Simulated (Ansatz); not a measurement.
**C₂H₆BFOSi: up Jacob's ladder to CCSD(T)**

An exercise on one series of results from a longer session: the logs are not shown, and one member is left open.

Computed with Ansatz 0.2.0, Gaussian basis. Level: functionals in def2-TZVPP, the program's frozen cores in correlated methods.

The runs, in order: LDA (SPW92), PBE-D4, revPBE-D4, BLYP-D4, r2SCAN-D4, B97M-V, PBE0-D4, B3LYP-D4, r2SCANh-D4, r2SCAN0-D4, HSE06-D4, BHLYP-D4, CAM-B3LYP-D4, LC-ωPBE, ωB97X-V, ωB97M-V, B2PLYP, PBE-QIDH; CCSD(T)/def2-SVP; CCSD(T)/def2-TZVPP; MP2/def2-QZVPP; extrapolation to the limit; RPA on PBE.

### The relaxed structure

An earlier PBE0-D4 in a triple-zeta def2 set relaxation fixed the geometry.

SMILES `OC1[SiH2]CB1F`, 12 atoms, charge 0, spin multiplicity 1.

Atoms are counted from 1 here; the program's logs count them from 0.

Bond lengths: O1–C2 1.395 Å, O1–H7 0.959 Å, C2–Si3 1.938 Å, C2–B5 1.562 Å, C2–H8 1.108 Å, Si3–C4 1.894 Å, Si3–H9 1.484 Å, Si3–H10 1.486 Å, C4–B5 1.577 Å, C4–H11 1.093 Å, C4–H12 1.087 Å, B5–F6 1.323 Å. Angles: C2–O1–H7 109.2°, O1–C2–Si3 130.1°, O1–C2–B5 121.2°, O1–C2–H8 113.6°, Si3–C2–B5 80.1°, Si3–C2–H8 99.4°, B5–C2–H8 106.3°, C2–Si3–C4 81.1°, C2–Si3–H9 114.2°, C2–Si3–H10 116.4°, C4–Si3–H9 113.5°, C4–Si3–H10 118.3°, H9–Si3–H10 110.6°, Si3–C4–B5 81.2°, Si3–C4–H11 108.8°, Si3–C4–H12 121.5°, B5–C4–H11 114.4°, B5–C4–H12 118.3° and more.

Geometry (Å):

```
O    -1.61636   -1.65873    0.20610
C    -0.67005   -0.74997   -0.26722
Si    1.07405   -0.28213    0.43622
C     0.57848    1.40533   -0.26740
B    -0.86058    0.78936   -0.07884
F    -1.88232    1.38422    0.51558
H    -1.26936   -2.54917    0.12046
H    -0.40157   -0.90256   -1.33095
H     1.15962   -0.30404    1.91775
H     2.23899   -0.98263   -0.16454
H     0.91121    1.46525   -1.30635
H     0.81490    2.32996    0.25318
```

Set-up of the first run:

File in.yaml:

```yaml
crystal:
  periodic: [false, false, false]
  atoms:
    - {symbol: O, position_ang: [-1.616358, -1.658726, 0.206099]}
    - {symbol: C, position_ang: [-0.670051, -0.749967, -0.267216]}
    - {symbol: Si, position_ang: [1.074046, -0.282126, 0.436223]}
    - {symbol: C, position_ang: [0.578480, 1.405332, -0.267402]}
    - {symbol: B, position_ang: [-0.860581, 0.789361, -0.078842]}
    - {symbol: F, position_ang: [-1.882319, 1.384219, 0.515585]}
    - {symbol: H, position_ang: [-1.269361, -2.549172, 0.120462]}
    - {symbol: H, position_ang: [-0.401569, -0.902565, -1.330945]}
    - {symbol: H, position_ang: [1.159615, -0.304044, 1.917749]}
    - {symbol: H, position_ang: [2.238991, -0.982626, -0.164541]}
    - {symbol: H, position_ang: [0.911207, 1.465251, -1.306354]}
    - {symbol: H, position_ang: [0.814899, 2.329964, 0.253182]}
basis:
  gaussian: {orbitals: def2-TZVPP}
hamiltonian: {xc: lda}
output: {orbitals: {seedname: orbitals}}
```

Among the steps run: LDA; PBE-D4 (GGA); revPBE-D4 (GGA); BLYP-D4 (GGA); r2SCAN-D4 (meta-GGA); B97M-V (meta-GGA); PBE0-D4 (hybrid); B3LYP-D4 (hybrid); r2SCANh-D4 (hybrid); r2SCAN0-D4 (hybrid); HSE06-D4 (hybrid); BHLYP-D4 (hybrid); CAM-B3LYP-D4 (range-separated); LC-ωPBE (range-separated); ωB97X-V (range-separated); ωB97M-V (range-separated); B2PLYP (double hybrid); PBE-QIDH (double hybrid).

One of the session's tables, all rows but one given; the rest of the session is left out.

It belongs to the step «Orbital energies across the functionals». 

| functional | HOMO (eV) | gap (eV) |
| --- | --- | --- |
| LDA (SPW92) | -6.07 | 4.37 |
| PBE-D4 | -5.91 | 4.44 |
| revPBE-D4 | -5.84 | 4.47 |
| BLYP-D4 | -5.78 | 4.45 |
| r2SCAN-D4 | -6.17 | 5.03 |
| B97M-V | -6.28 | 5.09 |
| PBE0-D4 | -7.26 | 6.74 |
| B3LYP-D4 | ? | ? |
| r2SCANh-D4 | -6.68 | 5.87 |
| r2SCAN0-D4 | -7.44 | 7.12 |
| HSE06-D4 | -6.86 | 5.96 |
| BHLYP-D4 | -8.50 | 9.01 |
| CAM-B3LYP-D4 | -8.61 | 9.20 |
| LC-ωPBE | -9.92 | 11.70 |
| ωB97X-V | -9.59 | 11.26 |
| ωB97M-V | -9.48 | 10.89 |

Q: Estimate the row for B3LYP-D4 from the others.

Worked estimate for «HOMO (eV)». Against the share of exact exchange, BLYP-D4 (0, -5.78), BHLYP-D4 (0.5, -8.50) give a slope of -5.44 per unit share; at 0.2 the line stands at -6.87.

As computed: HOMO (eV): -7.03; gap (eV): 6.30. In «HOMO (eV)» the line misses by +0.16.
